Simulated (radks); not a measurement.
# Dipole-allowed lines with 4 electrons: N³⁺, O⁴⁺, F⁵⁺, Ne⁶⁺, Mg⁸⁺

One table from this session's results is given with a row withheld; the runs are named, their logs left out.

Program: radks (a radial shooting solver on a logarithmic mesh, Libxc functionals) version 1. Level of theory: non-relativistic Kohn-Sham, LB94 model potential, spin-unpolarised, spherical densities, point nucleus. These are calculated values, not measurements, unless marked.

### The system

- species: N³⁺ ([He] 2s2), O⁴⁺ ([He] 2s2), F⁵⁺ ([He] 2s2), Ne⁶⁺ ([He] 2s2), Mg⁸⁺ ([He] 2s2)

LB94 adds a gradient term to the LDA potential that gives it a −1/r tail. It is a model potential with no energy functional, so Etot and Exc are not given.

Set-up of the first run:

Input:

```text
Z 7
configuration [He] 2s2 2p0 3s0 3d0
relativity non-relativistic
functional lda,pw
model_potential LB94
spin unpolarised
nucleus point
response adiabatic LDA kernel, real frequencies
```

Command:

```sh
$ python run_ks.py task.json out
```

All runs below come from this command, one after another.

Among the steps run: N³⁺, [He] 2s2; O⁴⁺, [He] 2s2; F⁵⁺, [He] 2s2; Ne⁶⁺, [He] 2s2; Mg⁸⁺, [He] 2s2.

One table of the session follows, with a row left open; its other results are not shown here.

```
species  −ε(HOMO) (eV)  first line (eV)  strongest line (eV)  static α (bohr³)
    N³⁺         75.384           13.890               13.890             2.168
    O⁴⁺         111.28           16.777               69.470             1.234
    F⁵⁺         153.98           19.647               94.587            0.7683
   Ne⁶⁺              ?                ?                    ?                 ?
   Mg⁸⁺         322.92           28.200               192.64            0.2589
```

Q: Estimate the row for Ne⁶⁺ from the others.

**Answer.** −ε(HOMO) (eV): 203.49; first line (eV): 22.504; strongest line (eV): 123.49; static α (bohr³): 0.5108. In the column «−ε(HOMO) (eV)» it lies between F⁵⁺ (153.98) and Mg⁸⁺ (322.92).

In N³⁺ the response moves the first line 4.216 eV above the bare orbital gap, and the lines found carry 98 % of the static polarisability. Very weak lines can be missed, and lines above minus the highest eigenvalue dissolve into this model's continuum.
